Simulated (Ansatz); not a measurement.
# 96-atom supercell of baddeleyite HfO2 with displaced atoms

Aim: forces and frontier levels of a cell whose atoms are off their sites, by PBEsol, HSE06 and r²SCAN.

All numbers are computed with Ansatz 0.2.0 (PAW, plane waves).

## 1. Starting point

96 atoms (32 Hf, 64 O); a = 10.192 Å, b = 10.353 Å, c = 10.541 Å, α = 90.00°, β = 99.61°, γ = 90.00°. All atoms were shaken off their sites by about 0.10 Å along each axis.

Plan of the steps: (2) PBEsol single point at the Γ point alone, on 1 × NVIDIA H100 80GB HBM3 with 4 threads of AMD EPYC 7R13; (3) HSE06 single point at the Γ point alone, on 1 × NVIDIA H100 80GB HBM3 with 4 threads of AMD EPYC 7R13; (4) r²SCAN single point at the Γ point alone, on 1 × NVIDIA H100 80GB HBM3 with 4 threads of AMD EPYC 7R13.

## 2. PBEsol on the given atoms

Contents of in.yaml:

```yaml
crystal:
  lattice:
    - [10.192033, 0.000000, -0.028122]
    - [0.000000, 10.353053, 0.000000]
    - [-1.730651, 0.000000, 10.398275]
  atoms:
    - { symbol: Hf, position: [0.138930, 0.017270, 0.105188] }
    - { symbol: Hf, position: [0.137240, 0.020789, 0.602039] }
    - { symbol: Hf, position: [0.124993, 0.521281, 0.085780] }
    - { symbol: Hf, position: [0.134080, 0.523115, 0.607889] }
    - { symbol: Hf, position: [0.648714, 0.019684, 0.100406] }
    - { symbol: Hf, position: [0.632729, 0.035572, 0.612397] }
    - { symbol: Hf, position: [0.634212, 0.511479, 0.095039] }
    - { symbol: Hf, position: [0.638291, 0.513646, 0.608762] }
    - { symbol: Hf, position: [0.354215, 0.283306, 0.146863] }
    - { symbol: Hf, position: [0.371201, 0.274745, 0.646789] }
    - { symbol: Hf, position: [0.350355, 0.779649, 0.121803] }
    - { symbol: Hf, position: [0.369134, 0.781970, 0.651824] }
    - { symbol: Hf, position: [0.862265, 0.263040, 0.140852] }
    - { symbol: Hf, position: [0.862387, 0.261666, 0.645249] }
    - { symbol: Hf, position: [0.859160, 0.780900, 0.132816] }
    - { symbol: Hf, position: [0.853685, 0.763832, 0.643248] }
    - { symbol: Hf, position: [0.358764, 0.484586, 0.385666] }
    - { symbol: Hf, position: [0.359018, 0.484569, 0.892921] }
    - { symbol: Hf, position: [0.372881, 0.990951, 0.406238] }
    - { symbol: Hf, position: [0.364396, 0.974015, 0.888327] }
    - { symbol: Hf, position: [0.864352, 0.485101, 0.395376] }
    - { symbol: Hf, position: [0.883142, 0.472818, 0.895789] }
    - { symbol: Hf, position: [0.866277, 0.004809, 0.399015] }
    - { symbol: Hf, position: [0.867783, 0.980991, 0.884389] }
    - { symbol: Hf, position: [0.132245, 0.246207, 0.341253] }
    - { symbol: Hf, position: [0.131516, 0.236061, 0.845640] }
    - { symbol: Hf, position: [0.127142, 0.720438, 0.358172] }
    - { symbol: Hf, position: [0.126823, 0.733783, 0.844836] }
    - { symbol: Hf, position: [0.645814, 0.222444, 0.358894] }
    - { symbol: Hf, position: [0.641585, 0.245382, 0.857931] }
    - { symbol: Hf, position: [0.649917, 0.735797, 0.350361] }
    - { symbol: Hf, position: [0.640817, 0.745465, 0.849163] }
    - { symbol: O, position: [0.040839, 0.159787, 0.165865] }
    - { symbol: O, position: [0.040557, 0.168341, 0.658526] }
    - { symbol: O, position: [0.035560, 0.670679, 0.177004] }
    - { symbol: O, position: [0.029324, 0.668536, 0.651083] }
    - { symbol: O, position: [0.558786, 0.165339, 0.171875] }
    - { symbol: O, position: [0.536139, 0.145548, 0.678199] }
    - { symbol: O, position: [0.546949, 0.667021, 0.175196] }
    - { symbol: O, position: [0.537858, 0.671089, 0.669499] }
    - { symbol: O, position: [0.474263, 0.417534, 0.086002] }
    - { symbol: O, position: [0.464306, 0.415894, 0.589119] }
    - { symbol: O, position: [0.464087, 0.916577, 0.073829] }
    - { symbol: O, position: [0.464766, 0.928101, 0.587667] }
    - { symbol: O, position: [0.963019, 0.400727, 0.082214] }
    - { symbol: O, position: [0.970254, 0.429843, 0.582471] }
    - { symbol: O, position: [0.979095, 0.926499, 0.089427] }
    - { symbol: O, position: [0.967095, 0.919040, 0.576705] }
    - { symbol: O, position: [0.473956, 0.321478, 0.345845] }
    - { symbol: O, position: [0.459136, 0.336800, 0.826095] }
    - { symbol: O, position: [0.443946, 0.832749, 0.336679] }
    - { symbol: O, position: [0.459863, 0.822614, 0.833735] }
    - { symbol: O, position: [0.948923, 0.319511, 0.324519] }
    - { symbol: O, position: [0.964010, 0.338030, 0.828215] }
    - { symbol: O, position: [0.975563, 0.838496, 0.323158] }
    - { symbol: O, position: [0.968690, 0.834816, 0.823900] }
    - { symbol: O, position: [0.031509, 0.096045, 0.424798] }
    - { symbol: O, position: [0.044563, 0.075973, 0.915230] }
    - { symbol: O, position: [0.030871, 0.562252, 0.416218] }
    - { symbol: O, position: [0.033668, 0.588506, 0.916441] }
    - { symbol: O, position: [0.553517, 0.068599, 0.429558] }
    - { symbol: O, position: [0.538045, 0.085287, 0.928133] }
    - { symbol: O, position: [0.541219, 0.596852, 0.430391] }
    - { symbol: O, position: [0.535004, 0.592426, 0.909699] }
    - { symbol: O, position: [0.212661, 0.394299, 0.245286] }
    - { symbol: O, position: [0.222523, 0.377037, 0.713536] }
    - { symbol: O, position: [0.220284, 0.877303, 0.225460] }
    - { symbol: O, position: [0.214925, 0.874255, 0.716371] }
    - { symbol: O, position: [0.725792, 0.394055, 0.242814] }
    - { symbol: O, position: [0.731814, 0.388743, 0.742278] }
    - { symbol: O, position: [0.717702, 0.881426, 0.252529] }
    - { symbol: O, position: [0.720282, 0.867184, 0.738325] }
    - { symbol: O, position: [0.269807, 0.152871, 0.996079] }
    - { symbol: O, position: [0.265885, 0.146448, 0.494754] }
    - { symbol: O, position: [0.276439, 0.620171, 0.017048] }
    - { symbol: O, position: [0.280812, 0.631084, 0.515523] }
    - { symbol: O, position: [0.792620, 0.128628, 0.017611] }
    - { symbol: O, position: [0.775524, 0.120884, 0.526269] }
    - { symbol: O, position: [0.776160, 0.641658, 0.016360] }
    - { symbol: O, position: [0.768290, 0.638470, 0.504425] }
    - { symbol: O, position: [0.265435, 0.112299, 0.250617] }
    - { symbol: O, position: [0.274155, 0.102578, 0.754914] }
    - { symbol: O, position: [0.272322, 0.613598, 0.260832] }
    - { symbol: O, position: [0.268762, 0.616860, 0.770237] }
    - { symbol: O, position: [0.769752, 0.119951, 0.284099] }
    - { symbol: O, position: [0.776574, 0.125776, 0.764297] }
    - { symbol: O, position: [0.777262, 0.614415, 0.255673] }
    - { symbol: O, position: [0.785811, 0.628001, 0.775596] }
    - { symbol: O, position: [0.221128, 0.379817, 0.488364] }
    - { symbol: O, position: [0.220127, 0.377830, 0.974738] }
    - { symbol: O, position: [0.212594, 0.868714, 0.510255] }
    - { symbol: O, position: [0.233885, 0.872788, 0.002507] }
    - { symbol: O, position: [0.733730, 0.374458, 0.501181] }
    - { symbol: O, position: [0.726014, 0.357950, 0.991932] }
    - { symbol: O, position: [0.743447, 0.866158, 0.499404] }
    - { symbol: O, position: [0.728862, 0.890496, 0.002708] }
kpoints:
  mp_grid: { grid: [1, 1, 1] }
hamiltonian:
  xc: pbesol
scf:
  occupations: { method: fermi_dirac, width: 0.01 }
output:
  forces: true
  eigenvalues: true
  stress: true
  populations: true
  eigenstates: { kpoints: [[0, 0, 0]], e_range: [-6.0, 6.0], localisation: true }
  write_density: true
  write_potential: true
  elf: true
  volumetric_format: npy
```

Launch:

```
$ ansatz run in.yaml --threads 4 --pin off --max-ram 42750MiB --runs-dir r --events-out ev --progress --plain --backend cuda --devices 0, --max-vram 37GiB
```

Output:

```text
Pseudopotentials: kind: paw
Functional definition: PBEsol
  exchange = pbesol_x
  correlation = pbesol_c
Crystal: 96 atoms, lattice volume = 1096.708 Å³
Basis set: ecut = 420 eV, 21483 PW (Γ), exchange–correlation on 144×144×144 points (8 copies of the dense FFT grid, shifted against one another)
Bands: 730, of which v1, the nominal top of the filled ones, is band 608 counted from 1 (607 counted from 0)
Symmetry: 1 space group operations
Space group: P1 (ITA 1), of the structure as read, at distance tolerance 1.0e-4 Å
k-points: 1
Non-local potential: Hf, projectors of the file, l = 0: 3, l = 1: 2, l = 2: 2, l = 3: 3
Non-local potential: O, projectors of the file, l = 0: 2, l = 1: 2, l = 2: 1
PAW form: soft (Blöchl's): semilocal exchange-correlation on the pseudo side does not see the compensation charge
PAW frozen core: Hf, regenerated for the run's functional, and the local potential with it (the file was generated under x = pbe(κ = 0.804, μ = 0.2195149727645171), c = pbe(β = 0.06672455060314922))
PAW frozen core: O, regenerated for the run's functional, and the local potential with it (the file was generated under x = pbe(κ = 0.804, μ = 0.2195149727645171), c = pbe(β = 0.06672455060314922))
PAW one-centre angular grid: Hf, 590 points (default); XC on 64 Gauss nodes
PAW one-centre angular grid: O, 110 points (default); XC on 64 Gauss nodes
Initial density: superposition of atomic densities (neutral atoms: chi_scale 0, normalization atom), corrected by the library's trained network
Initial wavefunctions: pseudopotential atomic-orbital guess
Functional: x = pbesol(κ = 0.804, μ = 0.12345679012345678), c = pbesol(β = 0.046)
SCF iter   1: F=—  HF=-535189.556428 eV  |F-HF|=—  |Δ(HF+E_count)|=         —  Δρ=1.83e-2  dr2=3.11e0  ethr=1.77e-3  ⟨swp⟩=6.0  Hψ=2253  notcnv=0  defer=105
preconditioner: auto → Resta (q_TF=auto, 2.776 Å⁻¹)  ε∞=5.5  [insulator: Δε(μ)=2.460 eV  Ē_g=17.860 eV  σ=0.010 eV  W_gap=1.00  n_scr=410 (ndim 8)  ℏωp=38.1 eV  f_vac=0.074  D(μ)=0.00/eV (n_scr^D=0)  ε∞_Penn≈5.5]
SCF iter   2: F=—  HF=-535188.809221 eV  |F-HF|=—  |Δ(HF+E_count)|=   7.47e-1  Δρ=3.42e-3  dr2=7.71e-2  ethr=2.56e-4  ⟨swp⟩=2.0  Hψ=1286  notcnv=0  defer=116
SCF iter   3: F=—  HF=-535188.811302 eV  |F-HF|=—  |Δ(HF+E_count)|=   2.08e-3  Δρ=1.69e-3  dr2=2.54e-2  ethr=6.34e-6  ⟨swp⟩=2.0  Hψ=1050  notcnv=0  defer=116
SCF iter   4: F=—  HF=-535188.819489 eV  |F-HF|=—  |Δ(HF+E_count)|=   8.19e-3  Δρ=8.28e-4  dr2=6.52e-3  ethr=2.09e-6  ⟨swp⟩=2.0  Hψ=1208  notcnv=0  defer=116
SCF iter   5: F=—  HF=-535188.805361 eV  |F-HF|=—  |Δ(HF+E_count)|=   1.41e-2  Δρ=2.28e-4  dr2=6.17e-4  ethr=5.36e-7  ⟨swp⟩=2.0  Hψ=1225  notcnv=0  defer=116
SCF iter   6: F=—  HF=-535188.805354 eV  |F-HF|=—  |Δ(HF+E_count)|=   6.91e-6  Δρ=1.11e-4  dr2=1.35e-4  ethr=5.07e-8  ⟨swp⟩=2.0  Hψ=1221  notcnv=0  defer=116
SCF iter   7: F=—  HF=-535188.815580 eV  |F-HF|=—  |Δ(HF+E_count)|=   1.02e-2  Δρ=3.04e-5  dr2=1.16e-5  ethr=1.11e-8  ⟨swp⟩=2.0  Hψ=1321  notcnv=0  defer=116
SCF iter   8: F=—  HF=-535188.815455 eV  |F-HF|=—  |Δ(HF+E_count)|=   1.25e-4  Δρ=1.48e-5  dr2=2.34e-6  ethr=9.51e-10  ⟨swp⟩=2.0  Hψ=1222  notcnv=0  defer=116
SCF iter   9: F=—  HF=-535188.815455 eV  |F-HF|=—  |Δ(HF+E_count)|=   1.88e-7  Δρ=8.09e-6  dr2=6.44e-7  ethr=1.92e-10  ⟨swp⟩=2.0  Hψ=1217  notcnv=0  defer=116
SCF iter  10: F=-535188.815455 eV  HF=-535188.815455 eV  |F-HF|=2.56e-9  |Δ(HF+E_count)|=   9.19e-8  Δρ=2.26e-6  dr2=6.76e-8  ethr=8.22e-12  ⟨swp⟩=14.0  Hψ=6227  notcnv=0
SCF 1 converged in 10 iterations: F = -535188.815455 eV  dr2 = 6.76e-8
NSCF: frozen V_eff on 1 k-points
SCF converged after 10 iterations
Free energy (F): -535188.815455 eV
Harris-Foulkes:  -535188.815455 eV  (|F-HF|=2.56e-9)
Internal energy: -535188.815455 eV  (E = F + TS)
E sigma→0 (E₀):  -535188.815455 eV
Fermi energy:    16.377536 eV
--- Per-component energies (eV) ---
  E_band       = 196.283579
  E_kinetic    = 24772.456849
  E_local      = -197535.732192  (includes V_loc(G=0)·N_el)
  E_nonlocal   = -36477.778846
  E_hartree    = 90406.250273
  E_xc         = -14208.327973
  E_vxc        = -14521.997211  (∫ρ·V_xc dr)
  E_paw        = -227601.752175  (= ΣΔE_a)
  E_vpaw       = 43146.650178  (= ΣTr[D̂ρ^β])
  E_aug_tail   = 0.158803  (compensation charges beyond the density's cutoff)
  E_ewald      = -174586.383551
  E_core_change = 42.293357  (= ΣΔE_core)
  E_smearing   = -0.000000  (= −TS)
  E_closure    = 0.000000  (closes the sum)
  Σ components = -535188.815455   (vs F -535188.815455, Δ=0.00e0)
--- Forces (eV/Å), atoms counted from 1 ---
  atom   1  Hf     3.19729697     1.12983290    -0.07372923
  atom   2  Hf     0.55779251    -0.51437455    -2.05374889
  atom   3  Hf     1.92266374     1.53171806     5.43454627
  atom   4  Hf     3.11186080    -0.06172288    -2.22768084
  atom   5  Hf    -2.84105888     0.64886801     2.25264576
  atom   6  Hf     5.35014674    -8.14580428    -2.02281332
  atom   7  Hf     2.34026875     4.69618351     2.28918252
  atom   8  Hf    -0.57918412     3.33157099    -1.94021461
  atom   9  Hf     1.14551165    -2.64374894     0.01454961
  atom  10  Hf    -3.05412901    -1.25699073    -2.14907457
  atom  11  Hf     2.88346843    -3.35014436     8.51492768
  atom  12  Hf    -1.16323373    -2.60673778    -3.74480950
  atom  13  Hf    -0.88421384     0.42839719     3.02776720
  atom  14  Hf     1.08881499     2.36889789    -1.09836643
  atom  15  Hf     0.61435569    -1.04862640     4.69876596
  atom  16  Hf     0.68379230     1.30091589    -1.97206379
  atom  17  Hf     0.97433493     1.46751504     3.21742487
  atom  18  Hf     1.15471541     0.97270382    -0.22989642
  atom  19  Hf    -2.14098909    -2.27653380    -2.05848875
  atom  20  Hf    -0.35462947     1.94288416     1.45772599
  atom  21  Hf    -3.28507019    -1.24113905    -0.54893476
  atom  22  Hf    -6.71203326     3.01146405     0.20096787
  atom  23  Hf     1.52322322    -7.60996351     2.82468091
  atom  24  Hf     0.16498174     0.87083188     2.13938805
  atom  25  Hf     0.41326536    -2.19636411     2.59238854
  atom  26  Hf     2.85103981    -2.66372595    -0.30579212
  atom  27  Hf     2.11493756     1.53965013     0.11962661
  atom  28  Hf     3.26813959     0.37139489    -1.07808216
  atom  29  Hf    -1.87016452     2.97500034     0.23353244
  atom  30  Hf    -1.34624043    -2.79306457    -0.51106118
  atom  31  Hf    -2.29617627    -1.00378446     0.59970787
  atom  32  Hf     0.21433139    -3.77502466     1.65766180
  atom  33  O     -2.32776559     2.61209048     0.38068351
  atom  34  O     -2.33942220     2.64117129     1.94607269
  atom  35  O     -0.11879000    -1.35327068    -2.41537560
  atom  36  O     -0.33453362     1.62624814     2.39103197
  atom  37  O     -2.80457997     2.01239069     0.31203436
  atom  38  O     -5.18503501     7.11563834     3.13810073
  atom  39  O     -1.11883679    -0.03744046    -1.38952075
  atom  40  O      0.61625061     0.05727609     0.81139989
  atom  41  O     -3.32194160    -1.60612979    -0.86393777
  atom  42  O      1.50250688     0.88518162    -0.70576460
  atom  43  O      1.54404615     1.16580700    -0.41622066
  atom  44  O     -0.45196815    -0.26583246     0.17650039
  atom  45  O      1.74587646     2.45584588    -1.93383733
  atom  46  O     -2.69740906    -2.65871230     0.77578188
  atom  47  O     -3.78373406    -2.02062094    -2.25139639
  atom  48  O     -0.15611235     0.22387987     1.21991807
  atom  49  O     -1.90868084     0.71255937    -1.70006276
  atom  50  O      1.37013938    -0.82645707     0.75410549
  atom  51  O      1.57331297     0.09856964    -0.48867646
  atom  52  O     -0.43201148     1.21487542     0.37095571
  atom  53  O      0.51110982     0.44738845     0.55767492
  atom  54  O      1.82885331    -2.87473943    -1.20881843
  atom  55  O     -1.81987579     0.79540755     0.10410165
  atom  56  O     -1.09666921     0.57618743     0.35936589
  atom  57  O      0.73635339     0.50259639    -0.65468158
  atom  58  O     -0.97710913     0.42594893    -1.29087132
  atom  59  O      3.28336470     2.47688093    -0.36355189
  atom  60  O      0.01185694    -0.01600536    -0.33039221
  atom  61  O     -0.53182134     1.25431469    -1.29605436
  atom  62  O      0.42493715     0.55271361    -1.25891023
  atom  63  O     -1.66283816    -2.28562689    -0.24954293
  atom  64  O     -0.81712537    -1.77522701     0.82125881
  atom  65  O      1.31275417    -1.87317392    -2.49074853
  atom  66  O     -0.04227482    -1.32954438     3.69289386
  atom  67  O     -0.19664741    -0.86327214     1.14053621
  atom  68  O     -0.22466511    -1.38801946     5.77530429
  atom  69  O     -0.34340152    -2.54275930    -0.49778358
  atom  70  O     -0.25236772    -2.02900572     1.27428172
  atom  71  O      1.54398817     1.33441562    -2.31232992
  atom  72  O      0.41814714     3.02165657     0.45190010
  atom  73  O      0.86492984    -0.67302676     1.30023210
  atom  74  O      1.20426546    -0.73569554     1.23644294
  atom  75  O     -0.23322088     0.36038530    -1.24625712
  atom  76  O     -0.40680881    -0.14769656    -0.12085767
  atom  77  O     -0.71345518    -1.41240513    -1.55602746
  atom  78  O      0.99105026     1.73597107    -0.71810602
  atom  79  O      0.09541232    -0.78296818    -1.54431409
  atom  80  O      1.26494306    -2.22110309     0.97782998
  atom  81  O      2.02402284     2.11152018     1.00483221
  atom  82  O      0.33023512     1.84413492     0.28332053
  atom  83  O     -0.31648320     0.99363705    -0.98353442
  atom  84  O     -0.39888985     0.69321530    -0.51069609
  atom  85  O      1.68763358     1.57047940    -4.53960067
  atom  86  O      0.38337780     0.32599727     0.62693429
  atom  87  O      0.78569036     1.58697861     0.41851177
  atom  88  O      0.08133639    -0.91856658    -0.91978102
  atom  89  O      0.79337111     0.05344926    -1.30952753
  atom  90  O     -0.47201065     0.80897715     1.13245506
  atom  91  O      2.01780802    -0.08743530    -3.67497924
  atom  92  O     -2.57232555     1.40347781    -6.67536587
  atom  93  O     -0.36468087    -1.46873024    -0.47437857
  atom  94  O      0.41164902     2.15748920     0.28923220
  atom  95  O     -1.45516131     1.07459129    -1.04346918
  atom  96  O      1.47165381    -2.13598485    -3.54905344
  max |Σ_I F_I| component: 4.24e-5 eV/Å
--- Stress (GPa, compression-positive) ---
        8.696093      -1.097508       1.718595
       -1.097507       7.523249       0.478276
        1.718595       0.478276       6.027864
  P = ⅓ Tr σ = 7.4157 GPa (74.157 kbar)
--- Band table (eV) ---
  k-point 0: bands = [... 596 lower levels ..., "14.0900", "14.0995", "14.1627", "14.2895", "14.3305", "14.3662", "14.4134", "14.5349", "14.6016", "14.6226", "14.8738", "15.0095", "17.7456", "17.8995", "18.0385", "18.2266", "18.2771", "18.3152", "18.4631", "18.5017", "18.5751", "18.6243", "18.6617", "18.7522", ... 110 higher levels ...]
--- Löwdin populations: 96 sites ---
  site symbol       q [e]
     0     Hf     24.7144
     1     Hf     24.6941
[... 94 atoms left out ...]
  spilling = 0.002612 (of n_electrons = 1216.000000)
```

Run time: 7.1 s. Hardware: 1 × NVIDIA H100 80GB HBM3 with 4 threads of AMD EPYC 7R13, shared host; peak host memory 1.8 GiB.

Spacing of the frontier levels at the Γ point alone: 2.74 eV (15.010 to 17.746 eV).

Frontier states and how far they spread:

| level (eV) | spin | filling | atoms sharing it | main element | its share | largest atom |
| --- | --- | --- | --- | --- | --- | --- |
| -0.47 | both | 2.00 | 8.8 | O | 0.93 | O48 (0.27) |
| -0.41 | both | 2.00 | 10.4 | O | 0.93 | O51 (0.23) |
| -0.39 | both | 2.00 | 12.6 | O | 0.93 | O39 (0.18) |
| -0.14 | both | 2.00 | 8.1 | O | 0.95 | O51 (0.25) |
| 0.00 | both | 2.00 | 8.0 | O | 0.94 | O51 (0.25) |
| 2.74 | both | 0.00 | 26.3 | Hf | 0.60 | Hf9 (0.11) |
| 2.89 | both | 0.00 | 20.2 | Hf | 0.59 | Hf28 (0.15) |
| 3.03 | both | 0.00 | 27.9 | Hf | 0.60 | – |

Forces on the displaced atoms, rms: Hf 4.61, O 3.00 eV/Å; the largest is 9.95 eV/Å.

Density in a lattice plane of the grid's cell (edges 10.19 and 10.35 Å, at 0.095 of the third edge), which holds Hf and O.

Values in e/Å³, 12 rows by 12 columns:
```
 6.44  0.47  0.46  0.31  0.17  2.40  4.33  0.30  0.47  0.41  0.16  1.62
 0.38  0.07  0.12  0.49  6.34  1.28  0.42  0.06  0.09  0.34  4.50  1.25
 0.17  0.08  0.04  0.41 15.08  2.16  0.15  0.09  0.04  0.24  9.59  2.19
 0.53  0.31  0.09  0.34  0.46  0.14  0.48  0.39  0.10  0.45  0.54  0.16
 0.18  2.86  3.14  0.43  0.29  0.06  0.16  1.38  2.35  0.30  0.19  0.06
 0.32 12.13 13.39  0.14  0.06  0.23  0.58 10.74 20.32  0.19  0.05  0.16
 4.19  0.35  0.29  0.15  0.13  1.97  6.17  0.54  0.59  0.18  0.12  2.62
 0.81  0.07  0.07  0.25  3.17  0.82  0.49  0.07  0.10  0.30  1.37  1.10
 0.17  0.09  0.04  0.24  5.63  0.86  0.13  0.10  0.05  0.22  9.97  2.52
 0.77  0.47  0.10  0.27  0.29  0.10  0.41  0.55  0.12  0.32  0.77  0.23
 0.23  1.63  3.39  0.20  0.09  0.04  0.14  1.20  4.85  0.40  0.36  0.08
 0.87  8.31 19.41  0.22  0.05  0.25  0.43  4.97 23.87  0.41  0.07  0.29
```
Columns run along the first of these edges and rows up along the second, over one cell in 12 and 12 even steps from the bottom left corner. Atoms in the plane (fractional): Hf at (0.14, 0.02), Hf at (0.12, 0.52), Hf at (0.65, 0.02), Hf at (0.63, 0.51), O at (0.47, 0.42), O at (0.96, 0.40), O at (0.98, 0.93).

ELF in the same plane.

Values, 12 rows by 12 columns:
```
0.54 0.22 0.12 0.25 0.08 0.81 0.75 0.16 0.13 0.42 0.08 0.80
0.55 0.07 0.08 0.16 0.71 0.28 0.59 0.06 0.08 0.15 0.66 0.29
0.26 0.18 0.02 0.15 0.84 0.56 0.21 0.24 0.03 0.08 0.81 0.55
0.69 0.51 0.06 0.41 0.24 0.07 0.69 0.63 0.07 0.56 0.37 0.08
0.17 0.54 0.61 0.40 0.53 0.03 0.18 0.34 0.54 0.22 0.37 0.04
0.21 0.84 0.84 0.04 0.04 0.48 0.56 0.80 0.83 0.07 0.03 0.39
0.77 0.13 0.09 0.14 0.08 0.81 0.60 0.18 0.19 0.14 0.09 0.80
0.74 0.09 0.06 0.09 0.61 0.24 0.65 0.08 0.08 0.21 0.33 0.38
0.17 0.19 0.03 0.08 0.75 0.33 0.18 0.25 0.03 0.07 0.82 0.57
0.77 0.65 0.06 0.35 0.23 0.06 0.67 0.68 0.09 0.43 0.31 0.08
0.24 0.35 0.64 0.08 0.13 0.02 0.15 0.27 0.70 0.21 0.61 0.04
0.72 0.75 0.84 0.08 0.04 0.59 0.56 0.69 0.83 0.14 0.04 0.54
```
Columns run along the first of these edges and rows up along the second, over one cell in 12 and 12 even steps from the bottom left corner. Atoms in the plane (fractional): Hf at (0.14, 0.02), Hf at (0.12, 0.52), Hf at (0.65, 0.02), Hf at (0.63, 0.51), O at (0.47, 0.42), O at (0.96, 0.40), O at (0.98, 0.93).

Both are smooth fields of the valence electrons: close to the nuclei they are not physical.

Outside the cores ELF peaks at 0.85 in the shell around O, 0.6 Å from O; 0.84 beside O, off the lines to its neighbours, 0.6 Å from O.

[end of part 1 of 3]
